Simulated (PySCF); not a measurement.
# Cs4 (Cs4+): the cost of one run

Method: BP86, Cs def2-SVP with ECP46; scalar-relativistic core potentials, no spin–orbit coupling; program: PySCF 2.14.0.

3 further runs of the same task are left out: 2 for a known fault of the program, 1 that didn't finish.

### Step 1. The system as given

4 atoms, charge 1, spin multiplicity 2.

No contacts short enough for the rule that draws bonds.

As a file:

```xyz
4
Cs4
Cs    3.5350    0.0000    0.0000
Cs    0.0000    3.5350    0.0000
Cs   -3.5350    0.0000    0.0000
Cs    0.0000   -3.5350    0.0000
```

### Step 2. SCF at the start, doublet

run.py (the lines that set the calculation) reads:

```python
mol = gto.M(atom='''
Cs     3.53500     0.00000     0.00000
Cs     0.00000     3.53500     0.00000
Cs    -3.53500     0.00000     0.00000
Cs     0.00000    -3.53500     0.00000''',
    basis={'Cs': 'def2-SVP'},
    ecp={'Cs': 'def2-SVP'},
    charge=1, spin=1)
mf = dft.UKS(mol, xc='B88,P86')
mf.grids.atom_grid = (50, 194)
mf = mf.density_fit()  # fitting sets: Cs def2-universal-JKFIT
mf.conv_tol = 1e-08; mf.max_cycle = 55
mf.kernel(dm0)  # dm0: free metal ions and neutral atoms
```

Started as:

```console
$ OMP_NUM_THREADS=2 python run.py
```

**Question.** How long does this run take on 2 threads of Arm Neoverse V1, shared host, and how much memory does it need?

About 14 s, with a peak of 0.53 GiB.
